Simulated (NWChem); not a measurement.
**C2H4F2 (1,1-difluoroethane): HF/6-311G(2df,2pd)**

Aim: the electronic atomisation energy of C2H4F2 (1,1-difluoroethane) at HF/6-311G(2df,2pd), from 4 runs. 

The results are computed with NWChem 7.3.0.

## Step 1: Starting point

C2H4F2: 8 atoms, total charge 0, spin state singlet. SMILES: `CC(F)F`. The shape is that of a PBE0-D4/def2-TZVP optimisation.

Bond lengths: C1–C2 1.497 Å, C2–F3 1.361 Å, C2–F4 1.361 Å, C1–H5 1.091 Å, C1–H6 1.091 Å, C1–H7 1.090 Å, C2–H8 1.095 Å. Some angles: C1–C2–F3 110.3°, C1–C2–F4 110.3°, F3–C2–F4 107.0°, C1–C2–H8 114.0°, F3–C2–H8 107.5°, F4–C2–H8 107.5°, C2–C1–H5 109.4°, C2–C1–H6 109.9°, C2–C1–H7 109.9°, H5–C1–H6 109.3°.

## Step 2: The energy at HF/6-311G(2df,2pd) (run 1)

Input file c2h4f2.nw:

```
start c2h4f2
title "C2H4F2"
memory stack 880 mb heap 220 mb global 1100 mb

geometry units au noautosym nocenter noautoz
 C    0.00623610   1.46945103   0.04403062
 C   -0.09826576  -1.35720130  -0.01549575
 F    1.74894153  -2.34968546   1.47228562
 F    0.31785193  -2.21494799  -2.40354266
 H    1.85457722   2.10118648  -0.61491688
 H   -0.29706495   2.14068175   1.96871668
 H   -1.45697884   2.24990792  -1.17918910
 H   -1.90125345  -2.14748477   0.62266476
end

basis spherical bse
 * library "6-311G(2df,2pd)"
end

scf
 thresh 1e-08
 maxiter 80
 print low
end

task scf energy
```

Launch:

```
$ nwchem c2h4f2.nw > c2h4f2.out
```

The log of the run:

```text
[...]
  functions       =   176
[...]
  wavefunction    = RHF
[...]
         Total SCF energy =   -277.040448934608
      One-electron energy =   -647.148491822097
      Two-electron energy =    237.397460861677
 Nuclear repulsion energy =    132.710582025812
        Time for solution =     81.0s
 Task  times  cpu:       81.7s     wall:       81.7s
[...]
```

It took 83 s on 1 thread of Intel Xeon Platinum 8488C (Sapphire Rapids), shared host; peak memory 0.11 GiB.

## Step 3: The C atom at the same level (run 2)

Input file sp.nw:

```
start sp
title "C hf"
memory total 2200 mb
geometry noautosym nocenter noautoz
   C      0.000000     0.000000     0.000000
end
basis "ao basis" spherical bse
   * library "6-311G(2df,2pd)"
end
scf
   triplet
   uhf
   thresh 1e-08
   maxiter 80
   print low
end
task scf energy
```

Run the same way, it converges to -37.68968 Eh (log not shown).

Run 3 isn't shown in full; the table further down has it.

## Step 4: The H atom (run 4)

Input file geom.nw:

```
START geom
memory 2200 mb
charge 0

GEOMETRY noautosym nocenter noautoz
  H     0.000000    0.000000    0.000000
END

BASIS spherical bse
  * library "6-311G(2df,2pd)"
END

SCF
  doublet
  uhf
  thresh 1e-08
  maxiter 80
  noprint "final vectors analysis"
END

TASK scf energy
```

Launch:

```
$ nwchem geom.nw > geom.out
```

The log of the run:

```text
[...]
  functions       =    14
[...]
  wavefunction    = UHF
[...]
         Total SCF energy =     -0.499809815273
      One electron energy =     -0.499809815273
      Two electron energy =     -0.000000000000
 Nuclear repulsion energy =      0.000000000000
                       Sz =      0.5000
                 Sz(Sz+1) =      0.7500
                      S^2 =      0.7500
[...]
```

Wall time 0.61 s (1 thread of Intel Xeon Platinum 8488C (Sapphire Rapids), shared host); peak memory 0.099 GiB.

## Step 5: Overview of the runs

| run | level | partner | energy (Eh) | wall time |
| --- | --- | --- | --- | --- |
| 1 | HF/6-311G(2df,2pd) | base | -277.040449 | 83 s |
| 2 | UHF/6-311G(2df,2pd) | atoms | -37.689682 | 1.1 s |
| 3 | UHF/6-311G(2df,2pd) | atoms | -99.398704 | 1.1 s |
| 4 | UHF/6-311G(2df,2pd) | atoms | -0.499810 | 0.61 s |

## Step 6: Results

Level: HF/6-311G(2df,2pd).

```
                     quantity        value
         H atom: total energy  -0.49981 Eh
        H atom: dipole moment       0.00 D
                 H atom: ⟨S²⟩        0.750
electronic atomisation energy    23.523 eV
```

**Reading.** Taking the molecule apart into free atoms costs 23.52 eV (542 kcal/mol), before zero-point energy and without spin-orbit coupling. Hartree–Fock lacks the correlation of the bonding pairs, which as a rule makes this value much too low; in minimal bases other errors can mask that. All runs together took 85 s, the longest 83 s.
